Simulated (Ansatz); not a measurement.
# Ti3Fe under changes of volume

One of the cells (15.654 Å³/atom); the others are scaled copies at fixed shape and fractional positions:

```
Fe Ti
1.0
     2.99857    0.00000    0.00000
    -1.49928    2.59683    0.00000
     0.00000    0.00000    8.04156
Fe Ti
1 3
Direct
  0.66667 0.33333 0.00000
  0.33333 0.66667 0.78489
  0.33333 0.66667 0.21512
  0.66667 0.33333 0.50000
```

The cell comes from a database or a generator and needn't be the stable form of this composition.

* Program: Ansatz 0.2.0
* Functional: PBE
* Potentials or basis: Ansatz PAW
* Cutoff: 420 eV (not typed: the program's choice for these potentials)
* k mesh: 10 × 10 × 4
* Occupations: fermi-dirac, width 0.05 eV
* Spin: collinear spin, ferromagnetic start
* Starting moments: [3.0, 1.0, 1.0, 1.0] μB

```csv
volume (Å³/atom),energy over the lowest point (meV/atom),pressure (GPa),moment (μB per cell),largest force (eV/Å)
14.715,27.82,9.6,0.10,0.164
15.028,12.59,6.2,0.17,0.102
15.341,3.53,3.2,0.23,0.050
15.654,0.00,0.5,0.29,0.005
15.968,?,?,?,?
16.281,7.40,-4.1,0.40,0.065
16.594,17.44,-6.0,0.44,0.094
```

Q: What does the run at 15.968 Å³/atom give?

A: Energy over the lowest point 1.45 meV/atom; pressure -1.9 GPa; moment 0.35 μB per cell; largest force 0.032 eV/Å.

Worked out: A Birch-Murnaghan fit of order 3 (a polynomial in V^(-2/3)) to the other rows has its minimum at 15.72 Å³/atom with B0 = V·E''(V) = 126 GPa and B' = 4.2 at fixed shape and positions, which overstates the stiffness. It gives 1.45 meV/atom at 15.968 Å³/atom, against the run's 1.45, and -dE/dV = -1.9 GPa, against -1.9. A parabola through the other rows of the moment, of slope 0.168 μB per Å³/atom there, gives 0.35 μB, against the run's 0.35.

Energies are extrapolated to zero smearing.

Caveats: the starting moments weren't kept.
